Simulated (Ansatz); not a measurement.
A nudged elastic band was laid between two geometries of a periodic cell of 63 atoms, Si$_{62}$As (host Si, host structure diamond, dopant As, one Si atom removed).

Theory: Ansatz 0.2.0, DFT PBE-D3(BJ), scalar-relativistic, plane waves, PAW. Settings: PAW set soft_1, cutoff 420 eV, k mesh 1x1x1, fermi-dirac smearing 0.05 eV, spin collinear.

```json
{
  "movable images": "5",
  "climbing image": "yes",
  "spring": "5.0 eV/Å²",
  "optimiser": "quadratic models (default)",
  "start path": "straight line",
  "force threshold": "0.05 eV/Å",
  "iteration limit": "71",
  "end points": "relaxed"
}
```

First end point:

```xyz
63
Lattice="10.8600 0.0000 0.0000 0.0000 10.8600 0.0000 0.0000 0.0000 10.8600" Properties=species:S:1:pos:R:3
Si 5.429 0.007 0.000
Si 6.789 1.377 1.340
Si 8.155 2.752 -0.052
Si 9.504 4.065 1.349
Si 8.144 -0.005 2.713
Si 9.524 1.343 4.061
Si -0.011 -0.006 -0.014
Si 1.364 1.345 1.341
Si 2.716 2.719 -0.015
Si 4.068 4.073 1.359
Si 5.433 5.439 -0.005
Si 6.780 6.789 1.369
Si 8.130 8.136 -0.005
Si 9.496 9.501 1.360
Si 2.718 -0.008 2.710
Si 4.088 1.345 4.064
Si 5.443 2.720 2.713
Si 6.815 4.067 4.083
Si 8.148 5.422 2.705
Si 9.502 6.754 4.083
Si 5.443 -0.006 5.439
Si 6.815 1.364 6.786
Si 8.190 2.704 5.423
As 9.361 4.208 6.927
Si 8.148 -0.014 8.140
Si 9.502 1.364 9.473
Si -0.040 5.414 -0.049
Si 1.333 6.781 1.341
Si 2.702 8.141 0.000
Si 4.068 9.502 1.360
Si 0.011 2.699 2.693
Si 1.366 4.046 4.062
Si 2.715 5.425 2.713
Si 4.088 6.780 4.094
Si 5.429 8.141 2.726
Si 6.790 9.482 4.096
Si 0.011 -0.025 5.417
Si 1.366 1.344 6.764
Si 2.735 2.698 5.416
Si 4.078 4.065 6.784
Si 5.478 5.414 5.469
Si 6.814 6.753 6.889
Si 8.155 8.090 5.471
Si 9.504 9.490 6.784
Si 2.715 -0.005 8.143
Si 4.088 1.376 9.499
Si 5.478 2.752 8.132
Si 6.817 4.172 9.469
Si 9.403 6.755 9.473
Si -0.011 8.127 2.713
Si 1.364 9.482 4.064
Si 0.005 5.380 5.424
Si 1.346 6.755 6.786
Si 2.716 8.126 5.437
Si 4.068 9.501 6.792
Si 0.005 2.705 8.098
Si 1.346 4.067 9.474
Si 2.723 5.421 8.140
Si 4.058 6.788 9.508
Si 5.431 8.137 8.159
Si 6.781 9.510 9.508
Si -0.040 8.093 8.133
Si 1.334 9.483 9.499
```

Last end point:

```xyz
63
Lattice="10.8600 0.0000 0.0000 0.0000 10.8600 0.0000 0.0000 0.0000 10.8600" Properties=species:S:1:pos:R:3
Si 5.424 0.013 0.006
Si 6.796 1.371 1.358
Si 8.145 2.742 -0.011
Si 9.499 4.076 1.366
Si 8.149 -0.003 2.712
Si 9.517 1.361 4.076
Si -0.003 0.013 -0.022
Si 1.358 1.357 1.346
Si 2.702 2.718 -0.022
Si 4.072 4.075 1.358
Si 5.424 5.450 0.006
Si 6.777 6.798 1.375
Si 8.125 8.151 0.006
Si 9.500 9.503 1.358
Si 2.719 -0.004 2.711
Si 4.084 1.357 4.072
Si 5.452 2.718 2.728
Si 6.826 4.083 4.119
Si 8.143 5.432 2.721
Si 9.492 6.749 4.119
Si 5.452 0.013 5.433
Si 6.826 1.404 6.798
Si 8.236 2.739 5.454
As 8.291 5.284 7.999
Si 8.143 0.006 8.147
Si 9.492 1.404 9.464
Si -0.027 5.430 -0.011
Si 1.344 6.779 1.358
Si 2.702 8.151 0.006
Si 4.070 9.505 1.360
Si 0.005 2.710 2.702
Si 1.354 4.058 4.076
Si 2.718 5.426 2.712
Si 4.072 6.779 4.086
Si 5.424 8.151 2.728
Si 6.796 9.503 4.086
Si 0.005 -0.013 5.425
Si 1.354 1.361 6.773
Si 2.728 2.710 5.425
Si 4.064 4.076 6.791
Si 5.441 5.430 5.457
Si 6.784 6.791 6.829
Si 8.145 8.134 5.457
Si 9.499 9.511 6.791
Si 2.718 -0.003 8.141
Si 4.072 1.371 9.494
Si 5.441 2.742 8.145
Si 6.784 4.114 9.506
Si 9.461 6.791 9.506
Si -0.003 8.123 2.728
Si 1.358 9.491 4.072
Si -0.024 5.339 5.454
Si 1.311 6.749 6.798
Si 2.702 8.123 5.433
Si 4.072 9.503 6.790
Si -0.024 2.739 8.054
Si 1.311 4.083 9.464
Si 2.709 5.432 8.147
Si 4.055 6.798 9.513
Si 5.424 8.151 8.165
Si 6.777 9.520 9.513
Si -0.027 8.134 8.145
Si 1.344 9.503 9.494
```

(1) Which bonds break or form, and what moves?

(2) What energy profile does the band end with?

(3) What is the geometry of the highest image?

Answers

(1) The atom that moves furthest is As24, by 1.86 Å; four of its nearest neighbours are Si56 2.43, Si23 2.43, Si52 2.43, Si48 3.60 Å at the first end and Si49 2.43, Si48 2.43, Si42 2.43, Si52 3.60 Å at the last.

(2) It converged. The highest image is number 3 of 0 to 6, 0.71 eV above the ends, which have the same energy within 2 meV. By the program's own check the climbing image is a first-order saddle point (lowest curvatures found: -4.35 and 0.98 eV/Å²). Limits of this set-up: coarse k mesh, a typed lattice constant that wasn't relaxed here.

```
image  path coordinate (Å)  energy (eV)  Si23–As24 (Å)  As24–Si52 (Å)  As24–Si56 (Å)
    0                 0.00         0.00           2.43           2.43           2.43
    1                 0.43         0.10           2.46           2.50           2.47
    2                 0.87         0.49           2.50           2.80           2.59
    3                 1.30         0.71           2.60           3.19           2.91
    4                 1.72         0.50           2.96           3.35           3.23
    5                 2.15         0.11           3.37           3.52           3.47
    6                 2.58         0.00           3.60           3.60           3.60
```

(3) 
```xyz
63
Lattice="10.8600 0.0000 0.0000 0.0000 10.8600 0.0000 0.0000 0.0000 10.8600" Properties=species:S:1:pos:R:3
Si 5.431 -0.018 -0.003
Si 6.775 1.345 1.372
Si 8.150 2.685 0.003
Si 9.494 4.063 1.356
Si 8.171 0.075 2.789
Si 9.465 1.499 4.216
Si 0.039 -0.021 -0.007
Si 1.335 1.364 1.382
Si 2.696 2.728 0.024
Si 4.149 4.097 1.281
Si 5.574 5.390 -0.144
Si 6.800 6.766 1.325
Si 8.165 8.180 0.035
Si 9.513 9.562 1.408
Si 2.710 -0.007 2.715
Si 4.058 1.355 4.074
Si 5.419 2.700 2.699
Si 6.761 4.074 4.068
Si 8.138 5.419 2.715
Si 9.506 6.763 4.077
Si 5.433 -0.041 5.384
Si 6.738 1.319 6.790
Si 8.050 2.853 5.607
As 8.640 4.568 7.468
Si 8.138 -0.005 8.144
Si 9.499 1.342 9.513
Si -0.021 5.430 -0.006
Si 1.355 6.791 1.350
Si 2.737 8.118 -0.011
Si 4.068 9.495 1.356
Si -0.019 2.725 2.745
Si 1.395 4.089 4.035
Si 2.777 5.439 2.662
Si 4.055 6.823 4.078
Si 5.438 8.120 2.689
Si 6.803 9.481 4.046
Si -0.017 0.035 5.439
Si 1.318 1.405 6.799
Si 2.707 2.718 5.427
Si 4.070 4.063 6.787
Si 5.418 5.423 5.418
Si 6.835 6.728 6.752
Si 8.167 8.126 5.431
Si 9.503 9.509 6.784
Si 2.713 0.008 8.145
Si 4.035 1.357 9.547
Si 5.393 2.663 8.142
Si 6.927 3.975 9.325
Si 9.506 6.831 9.541
Si 0.005 8.141 2.721
Si 1.333 9.522 4.082
Si 0.046 5.428 5.390
Si 1.341 6.765 6.791
Si 2.690 8.157 5.443
Si 4.082 9.498 6.785
Si -0.058 2.761 8.178
Si 1.342 4.092 9.500
Si 2.724 5.429 8.146
Si 4.110 6.767 9.492
Si 5.479 8.103 8.131
Si 6.793 9.491 9.503
Si -0.020 8.126 8.139
Si 1.372 9.475 9.487
```

Time of the run: 13 min on 4 threads of Arm Neoverse V1, with other jobs on the host, peak memory 4.9 GiB.
